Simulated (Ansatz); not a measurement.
This script for energies of removing a hydrogen of B2FGaH4, SMILES [BH2][Ga]([BH2])[F] with Ansatz 0.2.0, Python API holds a mistake.

Script `bde.py`:
```python
import ansatz as az


def energy_of(molecule, charge=0, unpaired=0):
    calc = (
        molecule
        .basis(gaussian="def2-SVP")
        .functional("B3LYP", dispersion="d3bj")
    )
    if charge:
        calc = calc.charge(charge)
    if unpaired:
        calc = calc.spin("collinear", total=unpaired)
    return calc.run(threads=1).report["free_energy_ev"]

def without(molecule, index):
    rest = az.Crystal.molecule()
    for i, site in enumerate(molecule.cartesian_sites):
        if i != index:
            rest = rest.atom(site.symbol, site.position_ang)
    return rest


def main() -> None:
    geometry_ang = [
        ("B", [-0.8631, 1.5338, 0.1963]),
        ("Ga", [-0.1788, -0.0553, -0.2351]),
        ("B", [1.0001, -1.5277, -0.0341]),
        ("F", [-1.1831, -0.6862, -1.4829]),
        ("H", [0.1702, 1.7778, -0.2651]),
        ("H", [-1.0417, 0.9508, 1.1649]),
        ("H", [1.6932, -0.6076, -0.4014]),
        ("H", [0.4953, -1.4427, 1.0017]),
    ]
    b2fgah4 = az.Crystal.molecule()
    for symbol, xyz in geometry_ang:
        b2fgah4 = b2fgah4.atom(symbol, xyz)

    whole = energy_of(b2fgah4, 0)
    hydrogen = energy_of(az.Crystal.molecule().atom("H", (0, 0, 0)), 0, 1)
    print(f"E(molecule) = {whole:.5f} eV, E(H) = {hydrogen:.5f} eV")
    for index in [7]:
        radical = energy_of(without(b2fgah4, index), 0, 1)
        print(f"H{index}: homolysis {96.485332 * (radical + hydrogen - whole):.1f} kJ/mol")


if __name__ == "__main__":
    main()
```

```console
$ python bde.py
Traceback (most recent call last):
  File "bde.py", line 48, in <module>
    main()
    ~~~~^^
  File "bde.py", line 39, in main
    whole = energy_of(b2fgah4, 0)
  File "bde.py", line 7, in energy_of
    .basis(gaussian="def2-SVP")
     ^^^^^
AttributeError: 'Crystal' object has no attribute 'basis'
$ echo $?
1
```

What is wrong, and how is it mended?

The fault: settings are called on the crystal, without .calculation(). The correction:

```diff
--- before
+++ after
@@ -5,3 +5,3 @@
     calc = (
-        molecule
+        molecule.calculation()
         .basis(gaussian="def2-SVP")
```

The mended script runs so:

```console
$ python bde.py
E(molecule) = -56495.53193 eV, E(H) = -13.63995 eV
H7: homolysis 167.3 kJ/mol
```

Reading the output:
- Total energies depend on the basis set; only differences at equal settings carry meaning.
- The geometry is a force-field or estimated start, not a minimum of this method, and the basis set is short of its limit. All parts are taken at fixed geometry, without zero-point energy.
- The expectation value of S² is noticeably off S(S+1) in at least one run, so that state is spin-contaminated.
- b3lyp holds the VWN-RPA fit, as in Gaussian; the form of ORCA and Turbomole is b3lyp5.
- It ran for 33 s on 1 thread of Arm Neoverse V2, with other jobs on the host, peak memory 0.35 GiB.
